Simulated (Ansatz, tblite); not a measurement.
# The cluster Ge₆Te₆: one state, many levels

An exercise on one series of results from a longer session: the logs are not shown, and one member is left open.

Method: as each input shows; program: Ansatz 0.2.0, Gaussian basis.

Plan: GFN1-xTB, GFN2-xTB, PBE-D4/def2-TZVP, r2SCAN-D4/def2-TZVP, PBE-QIDH/def2-TZVP, PBE-D4/def2-SVP, PBE0-D4/def2-SVP, MP2/def2-SVP, RPA/def2-SVP.

6 further runs of the same task are left out: 6 set aside as unsound or not needed.

### The structure

The singlet was relaxed beforehand with PBE-D4/def2-SVP. At that level it is the lowest of the isomers that a small search found.

12 atoms, charge 0, spin multiplicity 1.

Bond lengths: Ge1–Te7 2.735 Å, Ge1–Te8 2.801 Å, Ge1–Te10 2.804 Å, Ge2–Te9 2.576 Å, Ge2–Te12 2.854 Å, Ge3–Te8 2.769 Å, Ge3–Te9 2.762 Å, Ge3–Te11 2.633 Å, Ge4–Te7 2.822 Å, Ge4–Te11 2.617 Å, Ge4–Te12 2.766 Å, Ge5–Te8 2.650 Å, Ge5–Te10 2.767 Å, Ge5–Te12 2.960 Å, Ge6–Te7 2.760 Å, Ge6–Te10 2.792 Å, Ge6–Te12 2.856 Å. Angles: Te7–Ge1–Te8 103.6°, Te7–Ge1–Te10 95.1°, Te8–Ge1–Te10 90.0°, Te9–Ge2–Te12 104.6°, Te8–Ge3–Te9 87.3°, Te8–Ge3–Te11 108.1°, Te9–Ge3–Te11 113.2°, Te7–Ge4–Te11 105.6°, Te7–Ge4–Te12 94.7°, Te11–Ge4–Te12 107.9°, Te8–Ge5–Te10 94.0°, Te8–Ge5–Te12 108.3°, Te10–Ge5–Te12 96.8°, Te7–Ge6–Te10 94.8°, Te7–Ge6–Te12 94.1°, Te10–Ge6–Te12 98.7°, Ge1–Te7–Ge4 120.0°, Ge1–Te7–Ge6 85.9° and more.

Geometry (Å):

```
Ge   -2.2089   -0.1407   -2.2377
Ge    1.2769   -1.8910    2.5289
Ge    2.7762   -0.4171   -1.5865
Ge    0.4986    2.7690    0.4760
Ge   -0.5467   -1.8387    0.6505
Ge   -2.6377    1.1839    1.2384
Te   -1.7806    2.3210   -1.1260
Te    0.2288   -1.4674   -1.8563
Te    3.0468   -1.9996    0.6604
Te   -3.2077   -1.3049    0.1092
Te    2.5476    2.1458   -1.0281
Te    0.0067    0.6396    2.1711
```

Te takes a core potential in the def2 sets. No spin-orbit coupling is included.

PBE0-D4/def2-TZVP was run before; its log isn't repeated, and its numbers join the tables.

The first run:

Tight binding, by tblite at 300 K electronic temperature and without a spin-polarisation term:

```python
tblite.interface.Calculator('GFN1-xTB', numbers, positions, charge=0, uhf=0).singlepoint()
```

Tight binding, by tblite at 300 K electronic temperature and without a spin-polarisation term:

```python
tblite.interface.Calculator('GFN2-xTB', numbers, positions, charge=0, uhf=0).singlepoint()
```

start.molden holds the orbitals of an earlier run on this state, given as this run's starting guess.

in.yaml reads:

```yaml
crystal:
  periodic: [false, false, false]
  atoms:
    - {symbol: Ge, position_ang: [-2.208859, -0.140685, -2.237705]}
    - {symbol: Ge, position_ang: [1.276898, -1.890976, 2.528895]}
    - {symbol: Ge, position_ang: [2.776203, -0.417134, -1.586474]}
    - {symbol: Ge, position_ang: [0.498578, 2.769027, 0.476025]}
    - {symbol: Ge, position_ang: [-0.546708, -1.838722, 0.650460]}
    - {symbol: Ge, position_ang: [-2.637732, 1.183945, 1.238411]}
    - {symbol: Te, position_ang: [-1.780637, 2.320993, -1.126022]}
    - {symbol: Te, position_ang: [0.228766, -1.467373, -1.856346]}
    - {symbol: Te, position_ang: [3.046830, -1.999591, 0.660436]}
    - {symbol: Te, position_ang: [-3.207650, -1.304866, 0.109245]}
    - {symbol: Te, position_ang: [2.547582, 2.145816, -1.028076]}
    - {symbol: Te, position_ang: [0.006739, 0.639557, 2.171141]}
basis:
  gaussian: {orbitals: def2-TZVP, fitting: {mean_field: def2-universal-jkfit}, initial_orbitals: start.molden}
hamiltonian: {xc: pbe, dispersion: d4}
scf: {omitted_lower_state_checks: [starts]}
output: {forces: true, orbitals: {seedname: orbitals}}
```

Command:

```console
> ansatz run in.yaml --threads 2 --pin off --events-out ev --progress --plain --max-ram 22528MiB --backend cuda --devices 0, --max-vram 18GiB
```

Steps of the session up to this table: PBE-D4/def2-TZVP; r2SCAN-D4/def2-TZVP; PBE-QIDH/def2-TZVP; PBE-D4/def2-SVP; PBE0-D4/def2-SVP; MP2/def2-SVP; RPA/def2-SVP.

One of the session's tables, all rows but one given; the rest of the session is left out.

It belongs to the step «Binding energy». 

| level | binding an atom (eV) |
| --- | --- |
| HF/def2-SVP | 1.244 |
| PBE-D4/def2-SVP | 3.082 |
| PBE-D4/def2-TZVP | 3.092 |
| r2SCAN-D4/def2-TZVP | 2.881 |
| PBE0-D4/def2-SVP | ? |
| PBE0-D4/def2-TZVP | 2.912 |
| PBE-QIDH/def2-TZVP | 2.824 |
| RPA/def2-SVP | 2.160 |
| MP2/def2-SVP | 2.557 |

Q: Estimate the row for PBE0-D4/def2-SVP from the others.

The run gave: binding an atom (eV): 2.885. In the column «binding an atom (eV)» it lies between r2SCAN-D4/def2-TZVP (2.881) and PBE0-D4/def2-TZVP (2.912).

Caveats from the session: Free atoms were run apart at each level; binding is atoms less cluster, divided by the number of atoms, without zero-point or spin-orbit terms.
